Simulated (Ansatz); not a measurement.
# GaSiH7O (SMILES [SiH3][OH+][GaH3-]) at PBE0/6-31G(d) (spherical functions)

What is the vertical ionisation energy of GaSiH7O at PBE0/6-31G* (spherical functions)? 

Program for the calculation: Ansatz 0.2.0.

67 further runs of the same task are left out: 1 that didn't finish, 66 set aside as unsound or not needed.

## 1. The system as given

The species is GaSiH7O (10 atoms), meant as a singlet with charge 0. SMILES: `[SiH3][OH+][GaH3-]`. Geometry: relaxed at PBE0-D4/def2-TZVP.

Bond lengths: Si1–O2 1.685 Å, O2–Ga3 2.176 Å, Si1–H4 1.485 Å, Si1–H5 1.480 Å, Si1–H6 1.475 Å, O2–H7 0.960 Å, Ga3–H8 1.571 Å, Ga3–H9 1.583 Å, Ga3–H10 1.578 Å. Some angles: Si1–O2–Ga3 118.1°, Si1–O2–H7 117.7°, Ga3–O2–H7 112.1°, O2–Si1–H4 106.7°, O2–Si1–H5 110.5°, O2–Si1–H6 105.9°, O2–Ga3–H8 100.1°, O2–Ga3–H9 92.2°, O2–Ga3–H10 95.6°, H4–Si1–H5 110.0°.

## 2. The energy at PBE0/6-31G(d) (spherical functions)

File input.yaml:

```yaml
crystal:
  periodic: [false, false, false]
  atoms:
    - symbol: Si
      position_ang: [-0.484700, 0.680100, -1.289300]
    - symbol: O
      position_ang: [-0.772200, -0.233700, 0.097500]
    - symbol: Ga
      position_ang: [0.882100, -0.551000, 1.475200]
    - symbol: H
      position_ang: [-1.767100, 0.740000, -2.035000]
    - symbol: H
      position_ang: [0.556000, 0.040700, -2.124900]
    - symbol: H
      position_ang: [-0.069600, 2.013200, -0.814500]
    - symbol: H
      position_ang: [-1.323900, -1.014800, 0.010100]
    - symbol: H
      position_ang: [0.306600, 0.146600, 2.760300]
    - symbol: H
      position_ang: [1.885600, 0.253500, 0.552600]
    - symbol: H
      position_ang: [0.870300, -2.125600, 1.370900]
basis:
  gaussian:
    orbitals: 6-31G_st_-spherical.json
hamiltonian:
  xc: {name: PBE0}
accuracy: high
output: {orbitals: {seedname: orbitals}}
```

The basis set 6-31G* is read from a file made from the Basis Set Exchange's data (not shown).

Started as:

```
ansatz run input.yaml --threads 1 --pin off --max-ram 3480MiB --events-out events.jsonl --progress --plain --runs-dir runs
```

Standard output:

```text
Warning: RAYON_NUM_THREADS=1 ignored (pool sized by the plan → 1); use --threads N
Functional definition: PBE0
  name "PBE0"
  parameter a = 0.25
  parameter kappa = 0.804
  parameter beta = 0.06672455060314922
  exchange = (1 - a)*pbe_x(kappa = kappa, mu = beta*pi^2/3) + a*exact_x
  correlation = pbe_c(beta = beta)
1782 factors; integrals over basis functions are off by at most 4.7e-9 eV
mean field evaluation 1: about -62392.7665 eV, gradient 4.3e1 eV
mean field evaluation 2: about -62388.7528 eV, gradient 6.4e1 eV
mean field evaluation 4: about -62395.7700 eV, gradient 2.1e0 eV
mean field evaluation 8: about -62395.9597 eV, gradient 1.8e-1 eV
mean field evaluation 16: about -62395.9598 eV, gradient 4.8e-6 eV
mean field -62395.95981921 eV, -2293.0092298554 hartree, gradient 2.6e-8 eV, S^2 0.000000; 0 other end points of the search recorded, 0 dependent functions left out
reference -62395.95982325 eV, -2293.0092300039 hartree; 30, 30 occupied and 48, 48 virtual orbitals, 1782 factors
Total energy: -62395.95982325 eV, -2293.0092300039 hartree
```

Wall time 9.9 s (1 thread of Arm Neoverse V1, shared host); peak memory 0.28 GiB.

## 3. The doublet cation, same level

File run.yaml:

```yaml
crystal:
  periodic: [false, false, false]
  atoms:
    - {symbol: Si, position_ang: [-0.484700, 0.680100, -1.289300]}
    - {symbol: O, position_ang: [-0.772200, -0.233700, 0.097500]}
    - {symbol: Ga, position_ang: [0.882100, -0.551000, 1.475200]}
    - {symbol: H, position_ang: [-1.767100, 0.740000, -2.035000]}
    - {symbol: H, position_ang: [0.556000, 0.040700, -2.124900]}
    - {symbol: H, position_ang: [-0.069600, 2.013200, -0.814500]}
    - {symbol: H, position_ang: [-1.323900, -1.014800, 0.010100]}
    - {symbol: H, position_ang: [0.306600, 0.146600, 2.760300]}
    - {symbol: H, position_ang: [1.885600, 0.253500, 0.552600]}
    - {symbol: H, position_ang: [0.870300, -2.125600, 1.370900]}
basis:
  gaussian:
    orbitals: 6-31G_st_-spherical.json
hamiltonian:
  xc: pbe0
magnetization:
  spin_polarized: true
  initial_magnetization: 1
total_charge: 1
output:
  orbitals: {seedname: orbitals}
accuracy: high
```

The basis set 6-31G* is read from a file made from the Basis Set Exchange's data (not shown).

Started as:

```
ansatz run run.yaml --threads 1 --pin off --max-ram 3480MiB --events-out events.jsonl --progress --plain --runs-dir runs
```

Standard output:

```text
Warning: RAYON_NUM_THREADS=1 ignored (pool sized by the plan → 1); use --threads N
Functional definition: PBE0
  name "PBE0"
  parameter a = 0.25
  parameter kappa = 0.804
  parameter beta = 0.06672455060314922
  exchange = (1 - a)*pbe_x(kappa = kappa, mu = beta*pi^2/3) + a*exact_x
  correlation = pbe_c(beta = beta)
1779 factors; integrals over basis functions are off by at most 4.7e-9 eV
mean field evaluation 1: about -62375.7907 eV, gradient 5.2e1 eV
mean field evaluation 2: about -62330.3942 eV, gradient 1.1e2 eV
mean field evaluation 4: about -62385.6514 eV, gradient 2.9e0 eV
mean field evaluation 8: about -62385.8875 eV, gradient 4.0e-1 eV
mean field evaluation 16: about -62385.9061 eV, gradient 1.5e-1 eV
mean field evaluation 32: about -62385.9096 eV, gradient 1.7e-5 eV
mean field evaluation 64: about -62385.6234 eV, gradient 2.8e0 eV
mean field -62385.90960174 eV, -2292.6398911756 hartree, gradient 8.6e-8 eV, S^2 0.760705; 5 other end points of the search recorded, 0 dependent functions left out
reference -62385.90960591 eV, -2292.6398913289 hartree; 30, 29 occupied and 48, 49 virtual orbitals, 1779 factors
Total energy: -62385.90960591 eV, -2292.6398913289 hartree
```

It took 44 s on 1 thread of Arm Neoverse V1, shared host; peak memory 0.43 GiB.

## 4. Results

Level: PBE0/6-31G* (spherical functions).

| quantity | value |
| --- | --- |
| singlet GaSiH7O: total energy | -2293.00923 Eh |
| singlet GaSiH7O: HOMO energy | -7.70 eV |
| singlet GaSiH7O: LUMO energy | -0.68 eV |
| singlet GaSiH7O: HOMO–LUMO gap | 7.02 eV |
| doublet cation: total energy | -2292.63989 Eh |
| doublet cation: HOMO energy (highest over α and β) | -13.80 eV |
| doublet cation: LUMO energy (lowest over α and β) | -12.29 eV |
| doublet cation: ⟨S²⟩ | 0.761 |
| vertical ionisation energy (to the doublet cation) | 10.050 eV |

**Reading.** Removing an electron at fixed nuclei costs 10.05 eV (232 kcal/mol). −ε(HOMO) before ionisation, 7.70 eV, is 2.35 eV below this ionisation energy.
